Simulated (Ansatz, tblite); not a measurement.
# The cluster AsSe9−: a ladder of methods and basis sets

One table from this session's results is given with a row withheld; the runs are named, their logs left out.

Method: as each input shows; program: Ansatz 0.2.0, Gaussian basis.

The runs, in order: GFN1-xTB, GFN2-xTB, PBE-D4/def2-SVP, r2SCAN-D4/def2-SVP, PBE-D4/def2-SVPD, HF/STO-3G, HF/6-31G, B3LYP-D4/6-31G.

8 further runs of the same task are left out: 7 that didn't finish, 1 set aside as unsound or not needed. Runs told in other sessions of the task aren't counted.

### The relaxed structure

The singlet was relaxed beforehand with PBE-D4/def2-SVP. At that level it is the lowest of the isomers that a small search found.

10 atoms, charge -1, spin multiplicity 1.

Bond lengths: As1–Se2 2.271 Å, As1–Se3 2.576 Å, As1–Se4 2.507 Å, Se3–Se10 2.329 Å, Se4–Se5 2.340 Å, Se5–Se8 2.384 Å, Se6–Se7 2.403 Å, Se6–Se8 2.378 Å, Se7–Se9 2.426 Å, Se9–Se10 2.372 Å. Angles: Se2–As1–Se3 105.7°, Se2–As1–Se4 91.8°, Se3–As1–Se4 95.6°, As1–Se3–Se10 98.7°, As1–Se4–Se5 111.2°, Se4–Se5–Se8 107.3°, Se7–Se6–Se8 100.3°, Se6–Se7–Se9 105.4°, Se5–Se8–Se6 107.2°, Se7–Se9–Se10 104.8°, Se3–Se10–Se9 105.0°.

The ion is computed in the gas phase, without counter-ions or solvent.

PBE0-D4/def2-SVP was run before; its log isn't repeated, and its numbers join the tables.

Set-up of the first run:

Tight binding, by tblite at 300 K electronic temperature and without a spin-polarisation term:

```python
tblite.interface.Calculator('GFN1-xTB', numbers, positions, charge=-1, uhf=0).singlepoint()
```

Tight binding, by tblite at 300 K electronic temperature and without a spin-polarisation term:

```python
tblite.interface.Calculator('GFN2-xTB', numbers, positions, charge=-1, uhf=0).singlepoint()
```

start.molden holds the orbitals of an earlier run on this state, given as this run's starting guess.

File in.yaml:

```yaml
crystal:
  periodic: [false, false, false]
  atoms:
    - {symbol: As, position_ang: [-2.265800, 1.786830, 0.328613]}
    - {symbol: Se, position_ang: [-2.948219, 0.104174, 1.692976]}
    - {symbol: Se, position_ang: [0.198754, 2.220412, 0.938457]}
    - {symbol: Se, position_ang: [-1.778331, 0.184726, -1.536587]}
    - {symbol: Se, position_ang: [0.089913, 0.866411, -2.769723]}
    - {symbol: Se, position_ang: [2.398611, -1.952273, -1.582546]}
    - {symbol: Se, position_ang: [1.932522, -2.588231, 0.687720]}
    - {symbol: Se, position_ang: [2.019481, 0.391726, -1.452589]}
    - {symbol: Se, position_ang: [-0.150147, -1.480175, 1.253259]}
    - {symbol: Se, position_ang: [0.503206, 0.466400, 2.440419]}
basis:
  gaussian: {orbitals: def2-SVP, initial_orbitals: start.molden}
total_charge: -1
hamiltonian: {xc: pbe, dispersion: d4}
scf: {omitted_lower_state_checks: [starts]}
output: {forces: true, orbitals: {seedname: orbitals}}
```

Run with:

```sh
$ ansatz run in.yaml --threads 4 --pin off --events-out ev --progress --plain --max-ram 6963MiB
```

Among the steps run: PBE-D4/def2-SVP; r2SCAN-D4/def2-SVP; PBE-D4/def2-SVPD; HF/STO-3G; HF/6-31G; B3LYP-D4/6-31G.

One table of the session follows, with a row left open; its other results are not shown here.

```
             level  HOMO (eV)  LUMO (eV)  gap (eV)
         HF/STO-3G          ?          ?         ?
          HF/6-31G      -4.73       3.01      7.73
   PBE-D4/def2-SVP      -1.48       0.36      1.84
  PBE-D4/def2-SVPD      -1.89      -0.10      1.79
r2SCAN-D4/def2-SVP      -1.78       0.25      2.03
    B3LYP-D4/6-31G      -2.58       0.22      2.80
  PBE0-D4/def2-SVP      -2.41       0.90      3.31
```

Q: Estimate the row for HF/STO-3G from the others.

**Answer.** HOMO (eV): -0.50; LUMO (eV): 8.00; gap (eV): 8.50. In the column «HOMO (eV)» it is the highest.
